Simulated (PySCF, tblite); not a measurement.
# C4H11NO2Si: geometry, infrared bands and NMR shifts

Aim: predict the infrared bands and NMR shifts of C4H11NO2Si (`C=CCO[Si@@](C)(N)O`).

Computed with tblite 0.8.0 and PySCF 2.14.0, with density-fitted response routines of our own, on a single molecule in the gas phase. Atoms are numbered from 0 throughout.

**1. Starting geometry**

19 atoms, charge 0, multiplicity 1; geometry from: force field or distance geometry start.

Bonds of the start (Å): C0–C1 1.34, C1–C2 1.49, C2–O3 1.39, O3–Si4 1.71, Si4–C5 1.87, Si4–N6 1.78, Si4–O7 1.73, C0–H8 1.10, C0–H9 1.09, C1–H10 1.09, C2–H11 1.10, C2–H12 1.12, C5–H13 1.10, C5–H14 1.11, C5–H15 1.12, N6–H16 1.02, N6–H17 1.03, O7–H18 0.99.

**2. Optimising the geometry with GFN2-xTB**

Job settings and geometry (Å):

```
{"job": {"kind": "relax", "xc": "GFN2-xTB", "basis": "xTB"}, "charge": 0, "multiplicity": 1}
C      3.173800     0.504500    -0.390900
C      2.536500    -0.669000    -0.500600
C      1.061800    -0.775100    -0.279900
O      0.604800     0.506500    -0.015300
Si    -1.074800     0.598100     0.269700
C     -2.049300    -0.367800    -1.004300
N     -1.375500    -0.045400     1.905400
O     -1.500500     2.275000     0.216100
H      4.259100     0.470300    -0.558100
H      2.644400     1.427000    -0.156200
H      3.086100    -1.581600    -0.724200
H      0.779300    -1.479100     0.517800
H      0.594800    -1.109600    -1.243400
H     -1.586400    -1.354800    -1.132600
H     -2.057100     0.182700    -1.967300
H     -3.096300    -0.526800    -0.653400
H     -1.766400    -0.988800     1.829700
H     -2.054300     0.561300     2.379500
H     -2.189800     2.381900    -0.484300
```

On the command line:

```
OMP_NUM_THREADS=1 python probes_run.py task.json out
```

The driver reads the jobs from task.json and runs them one after another.

**Question.** This job is followed by: GFN2-xTB harmonic vibrations, gas phase; GIAO PBE0/pcSseg-1 NMR shielding, non-relativistic, gas phase. What will the session give for the following? strongest single infrared mode (GFN2-xTB); zero-point energy (GFN2-xTB); 13C shifts against TMS (PBE0/pcSseg-1); 1H shifts against TMS (PBE0/pcSseg-1, means over atoms taken as alike); 17O shifts against H2O (PBE0/pcSseg-1); 29Si shifts against TMS (PBE0/pcSseg-1); 15N shifts against NH3 (PBE0/pcSseg-1); surface potential, 1st and 99th percentile.

The runs gave:

```
                                                              quantity                                               value
                             strongest single infrared mode (GFN2-xTB)                                879 cm⁻¹, 292 km/mol
                                          zero-point energy (GFN2-xTB)                                       93.9 kcal/mol
                                13C shifts against TMS (PBE0/pcSseg-1)                        143.4, 119.3, 65.5, -1.9 ppm
1H shifts against TMS (PBE0/pcSseg-1, means over atoms taken as alike)  6.06, 6.00, 5.62, 4.52, 4.27, 2.06, 0.55, 0.03 ppm
                                17O shifts against H2O (PBE0/pcSseg-1)                                      53.4, 52.3 ppm
                               29Si shifts against TMS (PBE0/pcSseg-1)                                           -30.2 ppm
                                15N shifts against NH3 (PBE0/pcSseg-1)                                            28.3 ppm
                                 surface potential, 1st and 99th percentile                                  -1.52 V and 1.81 V
```

What this shows: The optimisation took 144 steps and gained 0.812 eV; among the close pairs (by a distance rule), Si4–O7 changed most, from 1.731 to 1.622 Å. No mode is imaginary among the 51: a minimum at this level. The strongest single mode, at 879 cm⁻¹, moves mainly H18. Unscaled tight-binding wavenumbers are off by several per cent, some by more. Its intensities can rank the bands wrongly. C1 (alkene CH) lies farthest downfield among carbon, at 143.4 ppm; the olefinic region. H10 (hydrogen on an alkene CH) lies farthest downfield among hydrogen, at 6.06 ppm; attached to an sp2 carbon and in the plane of the double bond.
